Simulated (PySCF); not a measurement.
# A gas-phase reaction: H4O4Si + ClH → ClH3O3Si + H2O

What reaction energy should one expect for `O[Si](O)(O)O` + `Cl` → `O[Si](O)(O)Cl` + `O`?

Programs: PySCF 2.14.0. All values are calculated, for the isolated system unless a continuum is named. Atoms count from 0, parts from 1.

## 1. Starting point

Each species was relaxed by itself at PBE0-D3(BJ)/def2-SVPD.

## 2. Energies of the species: wB97M-D3(BJ)/def2-TZVPD

What the job is given:

```
{"job": {"kind": "react", "xc": "wB97M-D3(BJ)", "basis": "def2-TZVPD"}, "charge": 0, "multiplicity": 1}
-1 H4O4Si charge 0 multiplicity 1
O      0.863840     0.395280    -1.346350
Si    -0.005420    -0.004760    -0.001780
O      0.956810    -1.007250     0.888590
O     -1.412320    -0.825780    -0.267830
O     -0.428530     1.418630     0.718640
H      0.548810     1.131770    -1.874680
H      1.888510    -0.785910     0.949980
H     -1.345850    -1.757840    -0.486230
H     -1.110880     1.386880     1.392520

-1 ClH charge 0 multiplicity 1
Cl     0.644650    -0.009430    -0.000430
H     -0.643410     0.010580     0.001520

+1 ClH3O3Si charge 0 multiplicity 1
O      0.803160    -1.228230    -0.458600
Si    -0.074230     0.072390     0.019840
O      0.553660     0.680430     1.407830
O     -1.632470    -0.374300     0.270680
Cl    -0.003670     1.527930    -1.461220
H      0.608730    -1.625420    -1.310690
H      1.434060     1.062500     1.383500
H     -2.277110     0.305540     0.479850

+1 H2O charge 0 multiplicity 1
O      0.009640     0.389270     0.002810
H     -0.767490    -0.175710    -0.003340
H      0.757830    -0.213520     0.000490
```

With the program's defaults for keys left out, this is: wB97M-D3(BJ)/def2-TZVPD reaction energy of separated species, gas phase.

Started as:

```bash
> OMP_NUM_THREADS=1 python cluster_run.py task.json out
```

The driver reads the jobs from task.json and runs them one after another.

What it wrote:

```text
species 1 (H4O4Si)
coarse grid: 37024 points
cycle   1  E = -593.0343944396  dE =  6.418e-01  |g| = 1.163e+00  |ddm| = 2.395e+00
cycle   2  E = -593.0497695701  dE = -1.538e-02  |g| = 1.199e+00  |ddm| = 1.562e+00
cycle   3  E = -593.2730636134  dE = -2.233e-01  |g| = 4.417e-02  |ddm| = 7.253e-01
cycle   4  E = -593.2735198813  dE = -4.563e-04  |g| = 9.303e-03  |ddm| = 5.231e-02
cycle   5  E = -593.2735537504  dE = -3.387e-05  |g| = 1.223e-03  |ddm| = 1.625e-02
cycle   6  E = -593.2735546731  dE = -9.227e-07  |g| = 3.159e-04  |ddm| = 3.391e-03
final grid: 78248 points
cycle   7  E = -593.2734963024  dE = -1.736e-07  |g| = 2.427e-04  |ddm| = 3.545e-03
cycle   8  E = -593.2734963111  dE = -8.754e-09  |g| = 1.805e-04  |ddm| = 5.403e-04
cycle   9  E = -593.2734963160  dE = -4.905e-09  |g| = 4.662e-05  |ddm| = 1.212e-04
cycle  10  E = -593.2734963165  dE = -5.112e-10  |g| = 1.511e-05  |ddm| = 5.603e-05
converged SCF energy = -593.2734963165

species 2 (ClH)
coarse grid: 8792 points
cycle   1  E = -460.8503332850  dE = -8.165e-02  |g| = 2.169e-01  |ddm| = 7.239e-01
cycle   2  E = -460.8625127961  dE = -1.218e-02  |g| = 1.397e-01  |ddm| = 2.651e-01
cycle   3  E = -460.8670521895  dE = -4.539e-03  |g| = 1.358e-02  |ddm| = 9.818e-02
cycle   4  E = -460.8670932727  dE = -4.108e-05  |g| = 3.364e-03  |ddm| = 9.545e-03
cycle   5  E = -460.8670995211  dE = -6.248e-06  |g| = 8.516e-04  |ddm| = 3.915e-03
final grid: 17120 points
cycle   6  E = -460.8670682189  dE = -3.715e-07  |g| = 3.676e-04  |ddm| = 8.889e-04
cycle   7  E = -460.8670682652  dE = -4.627e-08  |g| = 1.618e-04  |ddm| = 3.980e-04
cycle   8  E = -460.8670682717  dE = -6.573e-09  |g| = 4.220e-05  |ddm| = 1.295e-04
cycle   9  E = -460.8670682731  dE = -1.313e-09  |g| = 3.970e-06  |ddm| = 6.531e-05
cycle  10  E = -460.8670682731  dE = -3.240e-12  |g| = 8.164e-07  |ddm| = 3.311e-06
converged SCF energy = -460.8670682731

species 3 (ClH3O3Si)
coarse grid: 35688 points
cycle   1  E = -977.4594844358  dE =  6.368e-01  |g| = 1.052e+00  |ddm| = 2.273e+00
cycle   2  E = -977.4545378780  dE =  4.947e-03  |g| = 1.134e+00  |ddm| = 1.371e+00
cycle   3  E = -977.6594056757  dE = -2.049e-01  |g| = 5.813e-02  |ddm| = 6.758e-01
cycle   4  E = -977.6601129270  dE = -7.073e-04  |g| = 2.408e-02  |ddm| = 7.244e-02
cycle   5  E = -977.6602301715  dE = -1.172e-04  |g| = 5.176e-03  |ddm| = 2.373e-02
cycle   6  E = -977.6602375004  dE = -7.329e-06  |g| = 9.471e-04  |ddm| = 7.475e-03
final grid: 73416 points
cycle   7  E = -977.6601519677  dE = -3.909e-07  |g| = 5.825e-04  |ddm| = 3.235e-03
cycle   8  E = -977.6601520192  dE = -5.152e-08  |g| = 4.519e-04  |ddm| = 8.969e-04
cycle   9  E = -977.6601520589  dE = -3.969e-08  |g| = 6.818e-05  |ddm| = 2.980e-04
cycle  10  E = -977.6601520603  dE = -1.428e-09  |g| = 3.644e-05  |ddm| = 7.799e-05
cycle  11  E = -977.6601520608  dE = -4.316e-10  |g| = 6.863e-06  |ddm| = 5.943e-05
converged SCF energy = -977.6601520608

species 4 (H2O)
coarse grid: 10128 points
cycle   1  E = -76.4117499416  dE = -7.453e-02  |g| = 5.872e-01  |ddm| = 8.994e-01
cycle   2  E = -76.4087431806  dE =  3.007e-03  |g| = 6.461e-01  |ddm| = 5.038e-01
cycle   3  E = -76.4759333875  dE = -6.719e-02  |g| = 2.731e-02  |ddm| = 2.374e-01
cycle   4  E = -76.4760585900  dE = -1.252e-04  |g| = 5.497e-03  |ddm| = 1.609e-02
cycle   5  E = -76.4760672668  dE = -8.677e-06  |g| = 8.214e-04  |ddm| = 5.831e-03
final grid: 21952 points
cycle   6  E = -76.4760629776  dE = -1.976e-07  |g| = 5.849e-04  |ddm| = 1.373e-03
cycle   7  E = -76.4760629845  dE = -6.831e-09  |g| = 6.472e-04  |ddm| = 6.472e-04
cycle   8  E = -76.4760630482  dE = -6.376e-08  |g| = 3.200e-05  |ddm| = 2.238e-04
cycle   9  E = -76.4760630490  dE = -8.238e-10  |g| = 4.128e-06  |ddm| = 1.105e-04
converged SCF energy = -76.4760630490

Reaction energy = 2.483 kcal/mol
```

Run time: 35 s. Hardware: 1 thread of Intel Xeon Platinum 8375C at 2.90GHz, shared host; peak memory 0.78 GiB.

Species by species (with the dispersion term, which the log's SCF energies lack):

```csv
ν,species,energy (Eh),HOMO (eV)
-1,O[Si](O)(O)O,-593.28152,-11.76
-1,Cl,-460.86761,-11.93
+1,O[Si](O)(O)Cl,-977.66836,-11.60
+1,O,-76.47682,-11.72
```

## 3. Reaction energy: PBE0-D3(BJ)/def2-TZVPD

Same as in step 2 but for these lines:

```diff
@@ -1,2 +1,2 @@
-{"job": {"kind": "react", "xc": "wB97M-D3(BJ)", "basis": "def2-TZVPD"}, "charge": 0, "multiplicity": 1}
+{"job": {"kind": "react", "xc": "PBE0", "basis": "def2-TZVPD", "disp": "d3bj"}, "charge": 0, "multiplicity": 1}
 -1 H4O4Si charge 0 multiplicity 1
```

With the program's defaults for keys left out, this is: PBE0-D3(BJ)/def2-TZVPD reaction energy of separated species, gas phase.

What it wrote:

```text
species 1 (H4O4Si)
coarse grid: 8448 points
cycle   1  E = -592.4488935696  dE =  7.294e-01  |g| = 1.282e+00  |ddm| = 2.484e+00
cycle   2  E = -592.1498117380  dE =  2.991e-01  |g| = 1.831e+00  |ddm| = 2.090e+00
cycle   3  E = -592.7274799288  dE = -5.777e-01  |g| = 5.129e-02  |ddm| = 1.297e+00
cycle   4  E = -592.7279319401  dE = -4.520e-04  |g| = 9.532e-03  |ddm| = 4.132e-02
cycle   5  E = -592.7279463226  dE = -1.438e-05  |g| = 2.400e-03  |ddm| = 9.149e-03
cycle   6  E = -592.7279474811  dE = -1.158e-06  |g| = 5.525e-04  |ddm| = 2.481e-03
final grid: 78248 points
cycle   7  E = -592.7267701274  dE = -4.287e-05  |g| = 6.761e-03  |ddm| = 3.028e-02
cycle   8  E = -592.7267638458  dE =  6.282e-06  |g| = 9.025e-03  |ddm| = 8.858e-03
cycle   9  E = -592.7267768799  dE = -1.303e-05  |g| = 3.603e-04  |ddm| = 5.357e-03
cycle  10  E = -592.7267768991  dE = -1.920e-08  |g| = 9.718e-05  |ddm| = 2.515e-04
cycle  11  E = -592.7267769007  dE = -1.553e-09  |g| = 4.262e-05  |ddm| = 8.828e-05
cycle  12  E = -592.7267769010  dE = -2.727e-10  |g| = 1.342e-05  |ddm| = 2.894e-05
converged SCF energy = -592.7267769010

species 2 (ClH)
coarse grid: 2248 points
cycle   1  E = -460.6537838344  dE = -4.644e-02  |g| = 1.882e-01  |ddm| = 7.411e-01
cycle   2  E = -460.6558525959  dE = -2.069e-03  |g| = 1.902e-01  |ddm| = 3.151e-01
cycle   3  E = -460.6653813321  dE = -9.529e-03  |g| = 1.506e-02  |ddm| = 1.513e-01
cycle   4  E = -460.6654033891  dE = -2.206e-05  |g| = 2.693e-03  |ddm| = 7.323e-03
cycle   5  E = -460.6654049370  dE = -1.548e-06  |g| = 1.111e-03  |ddm| = 2.553e-03
final grid: 17120 points
cycle   6  E = -460.6658903319  dE = -4.429e-06  |g| = 2.164e-03  |ddm| = 7.335e-03
cycle   7  E = -460.6658903613  dE = -2.946e-08  |g| = 1.795e-03  |ddm| = 2.512e-03
cycle   8  E = -460.6658909792  dE = -6.178e-07  |g| = 1.533e-04  |ddm| = 1.363e-03
cycle   9  E = -460.6658909861  dE = -6.899e-09  |g| = 2.147e-05  |ddm| = 1.086e-04
cycle  10  E = -460.6658909862  dE = -1.020e-10  |g| = 4.934e-06  |ddm| = 1.681e-05
converged SCF energy = -460.6658909862

species 3 (ClH3O3Si)
coarse grid: 8368 points
cycle   1  E = -976.7852636159  dE =  6.912e-01  |g| = 1.143e+00  |ddm| = 2.355e+00
cycle   2  E = -976.4770278864  dE =  3.082e-01  |g| = 1.740e+00  |ddm| = 1.830e+00
cycle   3  E = -977.0066082648  dE = -5.296e-01  |g| = 1.037e-01  |ddm| = 1.186e+00
cycle   4  E = -977.0088262964  dE = -2.218e-03  |g| = 4.352e-02  |ddm| = 1.267e-01
cycle   5  E = -977.0091854135  dE = -3.591e-04  |g| = 6.637e-03  |ddm| = 3.938e-02
cycle   6  E = -977.0091936533  dE = -8.240e-06  |g| = 2.868e-03  |ddm| = 7.153e-03
final grid: 73416 points
cycle   7  E = -977.0093341090  dE = -3.357e-05  |g| = 8.231e-03  |ddm| = 3.385e-02
cycle   8  E = -977.0093218195  dE =  1.229e-05  |g| = 1.139e-02  |ddm| = 1.140e-02
cycle   9  E = -977.0093454465  dE = -2.363e-05  |g| = 7.819e-04  |ddm| = 7.001e-03
cycle  10  E = -977.0093455324  dE = -8.591e-08  |g| = 2.537e-04  |ddm| = 6.151e-04
cycle  11  E = -977.0093455488  dE = -1.640e-08  |g| = 2.756e-05  |ddm| = 2.210e-04
cycle  12  E = -977.0093455490  dE = -2.017e-10  |g| = 4.651e-06  |ddm| = 2.742e-05
converged SCF energy = -977.0093455490

species 4 (H2O)
coarse grid: 2328 points
cycle   1  E = -76.3044187327  dE = -5.296e-03  |g| = 6.571e-01  |ddm| = 9.011e-01
cycle   2  E = -76.1881960156  dE =  1.162e-01  |g| = 1.036e+00  |ddm| = 7.256e-01
cycle   3  E = -76.3820201535  dE = -1.938e-01  |g| = 3.132e-02  |ddm| = 4.396e-01
cycle   4  E = -76.3822024748  dE = -1.823e-04  |g| = 5.864e-03  |ddm| = 1.606e-02
cycle   5  E = -76.3822076141  dE = -5.139e-06  |g| = 7.850e-04  |ddm| = 2.507e-03
final grid: 21952 points
cycle   6  E = -76.3808944312  dE = -1.511e-05  |g| = 3.442e-03  |ddm| = 9.173e-03
cycle   7  E = -76.3808924724  dE =  1.959e-06  |g| = 4.744e-03  |ddm| = 3.308e-03
cycle   8  E = -76.3808961753  dE = -3.703e-06  |g| = 2.515e-04  |ddm| = 1.961e-03
cycle   9  E = -76.3808961859  dE = -1.060e-08  |g| = 2.383e-05  |ddm| = 1.097e-04
cycle  10  E = -76.3808961860  dE = -1.104e-10  |g| = 3.296e-06  |ddm| = 1.500e-05
converged SCF energy = -76.3808961860

Reaction energy = 1.068 kcal/mol
```

Wall time 20 s (1 thread of Intel Xeon Platinum 8375C at 2.90GHz, shared host); peak memory 0.67 GiB.

Reaction energy at this level: 1.07 kcal/mol.

## 4. Side by side

Energies in kcal/mol, with wall time:

```csv
run,reaction,time
wB97M-D3(BJ)/def2-TZVPD,2.48,35 s
PBE0-D3(BJ)/def2-TZVPD,1.07,20 s
```

## 5. Summary of results

| quantity | value |
| --- | --- |
| reaction energy (wB97M-D3(BJ)/def2-TZVPD) | 2.48 kcal/mol |
| ΔH, ΔG at 298 K (xTB thermal terms) | +3.8, +3.3 kcal/mol |
| range of the reaction energy over the runs of this table | 1.07 to 2.48 kcal/mol |

**Reading.** The reaction is endothermic by 3.8 kcal/mol in the gas phase; dispersion gives -0.25, and xTB itself gave 8.05 for the electronic energy (xTB energies and thermal terms come from the earlier relaxation of each species, not shown). No barrier was sought. The reaction energy runs from 1.07 (PBE0-D3(BJ)/def2-TZVPD) to 2.48 kcal/mol (wB97M-D3(BJ)/def2-TZVPD).
